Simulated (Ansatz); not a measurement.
**HBr (singlet): the correlation ladder at distance Br1–H2 = 3.902 Å, cc-pVDZ**

How much of the correlation energy of HBr (singlet) does each wave-function method recover here?

Program: Ansatz 0.2.0, Gaussian basis. Level of theory: cc-pVDZ, core rule «outside noble gas», up to 14 orbitals frozen. These are calculated values, not measurements.

To be run: UHF; CCSD(T) on RHF; CCSD(T) on UHF; BCCD(T) on RHF; CISD; CCSDT(Q) on RHF; CCSDT(Q) on UHF; CISDTQ; CCSDTQ on RHF; CCSDTQ on UHF; CASSCF and MRCISD+Q, 2 electrons in 2 orbitals; CASSCF and NEVPT2, 2 electrons in 2 orbitals; CASSCF and MRCISD+Q, 8 electrons in 5 orbitals; CASSCF and NEVPT2, 8 electrons in 5 orbitals; Full CI.

16 further runs of the same task are left out: 13 that didn't finish, 3 set aside as unsound or not needed.

**1. The geometry**

The geometry derives from a PBE0/def2-TZVP stationary point (not a proven minimum). One bond is set to the value named and the two fragments are kept rigid. No spin-orbit coupling is included. The filled d shell of Br may be among the frozen orbitals whatever the setting's name suggests; the logs give the count.

2 atoms, charge 0, spin multiplicity 1.

Atoms are counted from 1 here; the program's logs count them from 0.

No contacts short enough for the rule that draws bonds.

Geometry (Å):

```
Br    0.0000    0.0000    0.0000
H     0.0000    0.0000    3.9020
```

**2. UHF**

The input, in.yaml:

```yaml
crystal:
  periodic: [false, false, false]
  atoms:
    - {symbol: Br, position_ang: [0.000000, 0.000000, 0.000000]}
    - {symbol: H, position_ang: [0.000000, 0.000000, 3.902000]}
basis:
  gaussian: {orbitals: cc-pVDZ}
magnetization: {spin_polarized: true, initial_magnetization: 0}
hamiltonian: {xc: hf}
output: {orbitals: {seedname: orbitals}}
```

The run is started by

```
ansatz run in.yaml --threads 1 --pin off --events-out ev --progress --plain --max-ram 2393MiB
```

Further steps of the session: CCSD(T) on RHF; CCSD(T) on UHF; BCCD(T) on RHF; CISD; CCSDT(Q) on RHF; CCSDT(Q) on UHF; CISDTQ; CCSDTQ on RHF; CCSDTQ on UHF; CASSCF and MRCISD+Q, 2 electrons in 2 orbitals; CASSCF and NEVPT2, 2 electrons in 2 orbitals; CASSCF and MRCISD+Q, 8 electrons in 5 orbitals; CASSCF and NEVPT2, 8 electrons in 5 orbitals; Full CI.

Q: Predict the results of all the runs planned. Wanted: FCI below the RHF energy; RMP2 from FCI; UMP2 from FCI; RCCSD from FCI; RCCSD(T) from FCI; UCCSD(T) from FCI; RCCSDT(Q) from FCI; UCCSDT(Q) from FCI; NEVPT2 pair from FCI.

**Answer**, as computed:

| quantity | value |
| --- | --- |
| FCI below the RHF energy | -7.5938 eV |
| RMP2 from FCI | +1687.8 meV |
| UMP2 from FCI | +423.9 meV |
| RCCSD from FCI | +472.5 meV |
| RCCSD(T) from FCI | -251.6 meV |
| UCCSD(T) from FCI | +13.7 meV |
| RCCSDT(Q) from FCI | -11.7 meV |
| UCCSDT(Q) from FCI | +3.7 meV |
| NEVPT2 pair from FCI | +389.7 meV |
| MRCISD+Q pair from FCI | -22.7 meV |
| NEVPT2 valence from FCI | +720.7 meV |
| levels within 1 kcal/mol (43 meV) | UCCSD, UCCSD(T), RCCSDT, UCCSDT, CISDTQ, RCCSDT(Q), UCCSDT(Q), RCCSDTQ, UCCSDTQ, MRCISD+Q pair, MRCISD+Q valence |
| T1 diagnostic | 0.059 |
| effectively unpaired electrons | 1.98 |

RCCSD(T) misses by -251.6 meV, 3.3 % of the correlation energy. CCSD(T) misses by -251.6 meV on the restricted determinant and by +13.7 meV on the unrestricted one; the two need not hold the same state or core. RCCSD(T), BCCD(T), RCCSDT(Q), MRCISD+Q pair, MRCISD+Q valence fall below full CI, which methods that aren't variational can do. The occupations show strong static correlation (2.0 unpaired electrons where one determinant has 0). Of the multireference levels listed MRCISD+Q pair comes nearest in total energy (-22.7 meV), which doesn't show that its space is the better one. These misses are within one basis, not against nature.
